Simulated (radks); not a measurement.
# Exchange and kinetic functionals tested on atomic densities: Sb³⁺, Gd³⁺, Lu⁺, Tc²⁺, Ag

The task here is to estimate one member of a computed series from the others.

Program: radks (a radial shooting solver on a logarithmic mesh, Libxc functionals) version 1. Level of theory: non-relativistic Kohn-Sham, PBE, spin-polarised, spherical densities, point nucleus; open shells are filled with parallel spins first. These are calculated values, not measurements, unless marked.

### The atom as given

* species: Sb³⁺ ([Kr] 4d10 5s2), Gd³⁺ ([Xe] 4f7), Lu⁺ ([Xe] 4f14 6s2), Tc²⁺ ([Kr] 4d5), Ag ([Kr] 4d10 5s1)

The first run:

Input:

```text
Z 51
configuration [Kr] 4d10 5s2
relativity non-relativistic
functional pbe,pbe
spin polarised
nucleus point
```

Among the steps run: Sb³⁺, [Kr] 4d10 5s2.

One of the session's tables, all rows but one given; the rest of the session is left out.

It belongs to the step «Sb³⁺, [Kr] 4d10 5s2». From the orbitals of this run (lengths in bohr):

```
level     <r>  outermost maximum (interpolated)  90 % within  nodes
   2p       ?                                 ?            ?      ?
   3s  0.3439                             0.313        0.504      2
   3p  0.3347                             0.299        0.502      1
   3d  0.3055                             0.245        0.480      0
   4s  0.8206                             0.750         1.19      3
   4p  0.8643                             0.774         1.27      2
   4d   1.012                             0.842         1.55      1
   5s   2.091                              1.88         3.00      4
```

**Question.** Estimate the row for 2p.

As computed: <r>: 0.1097; outermost maximum (interpolated): 0.0855; 90 % within: 0.178; nodes: 0. In the column «<r>» it is the lowest.
